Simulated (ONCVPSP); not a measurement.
# Silicon: generating and testing an ONCV potential

Do these settings give a usable potential? It is generated, then checked for transferability, scattering, ghosts and hardness.

Program: ONCVPSP 4.0.1.1 (patched build). Reference atom: PBE, scalar-relativistic, spherical and spin-unpolarised. All values are calculated.

**1. Starting point**

The settings as typed:

| Item | Value |
| --- | --- |
| element | silicon (Si, Z = 14) |
| type | optimised norm-conserving Vanderbilt (ONCV) |
| frozen core | [Ne] |
| valence charge | 4 |
| reference configuration | 3s2 3p2 |
| partial waves | 3s: rc 1.75 bohr, ncon 5, nbas 10, qcut 3.2 1/bohr, 1 projector; 3p: rc 1.60 bohr, ncon 4, nbas 8, qcut 4.9 1/bohr, 3 projectors, debl 0.9 Ha; d scattering state at 0.2 Ha: rc 1.80 bohr, ncon 4, nbas 8, qcut 5.1 1/bohr, 1 projector |
| local potential | polynomial inside 1.30 bohr (lpopt 5, dvloc0 0 Ha) |
| core correction | Teter function fitted to the true core (icmod 2), fcfact 0.55 |

The outer shells as boxes (Hund's rule for the drawing; the calculation is spin-unpolarised):

```
[Ne] core
3s [↑↓]
3p [↑ ][↑ ][  ]
```

**2. Generation**

Si.dat reads:

```
# ATOM AND REFERENCE CONFIGURATION
# atsym  z   nc   nv     iexc    psfile
  Si 14.00    3    2        4      upf
#
#   n    l    f
    1    0    2.00
    2    0    2.00
    2    1    6.00
    3    0    2.00
    3    1    2.00
#
# PSEUDOPOTENTIAL AND OPTIMIZATION
# lmax
    2
#
#   l,   rc,      ep,       ncon, nbas, qcut
    0    1.75    0.00    5   10    3.20
    1    1.60    0.00    4    8    4.90
    2    1.80    0.20    4    8    5.10
#
# LOCAL POTENTIAL
# lloc, lpopt,  rc(5),   dvloc0
    4    5    1.30    0.00
#
# VANDERBILT-KLEINMAN-BYLANDER PROJECTORs
# l, nproj, debl
    0    1    2.50
    1    3    0.90
    2    1    0.30
#
# MODEL CORE CHARGE
# icmod, fcfact, rcfact
    2    0.55    0.70
#
# LOG DERIVATIVE ANALYSIS
# epsh1, epsh2, depsh
   -2.00    5.00    0.02
#
# OUTPUT GRID
# rlmax, drl
    6.00    0.01
#
# TEST CONFIGURATIONS
# ncnf
    4
# nvcnf
#   n    l    f
    2
    3    0    2.00
    3    1    1.00
#
    2
    3    0    2.00
    3    1    0.00
#
    2
    3    0    1.00
    3    1    0.00
#
    2
    3    0    2.00
    3    1    1.50
#
```

Run with:

```sh
$ oncvpsp.x < Si.dat > Si.out
```

Q: Predict the outcome of this session. Wanted: cutoffs for 1 and 0.1 mHa per electron, occupied waves; bound ghosts; GHOST(+) flags; largest test error; largest phase difference near zero energy, channels read; rms error of d²Exc/dn², without and with the model core.

The runs gave:

```
                                                quantity                                                                                                     value
  cutoffs for 1 and 0.1 mHa per electron, occupied waves                                                                                           16 Ha and 82 Ha
                                            bound ghosts                                                                                            p at -81.15 eV
                                          GHOST(+) flags  s at -8 eV, p at 560 eV, p at 1213 eV, p at 1964 eV and 1 more (1 near or above the test basis's cutoff)
                            largest test error (AE − PS)                                                                   +190 meV, for 3s2 3p0 (1 test unsolved)
largest phase difference near zero energy, channels read                                                                                                 3.120 rad
 rms error of d²Exc/dn², without and with the model core                                                                                         1.67 and 0.98 mHa
```

What this shows: A bound ghost (p) makes it unfit for use: electrons can fall into a state that the atom doesn't have. The worst unpolarised test, 3s2 3p0, is off by 190 meV on 23.7 eV; by total energies transferability rates as poor. Of the tests 1 gave no usable energy difference, which is a warning in itself. It counts as soft on the atom at that tolerance, with 16 Ha needed at the looser tolerance. The tighter tolerance needs 82 Ha, and converged work needs a cutoff nearer that. At the looser tolerance the 3s wave is the slowest; 3p needs 3 Ha. Of the channels read, s scatters worst near zero energy, by up to 3.12 rad. A step near π is an extra or missing state, not a misfit of shape. The pseudo curves have a pole with no partner nearby in the atom's: s at -0.30 Ha. The program also flags highly localised states, GHOST(+) (s, p, d). All of this concerns the isolated atom, not yet a solid.
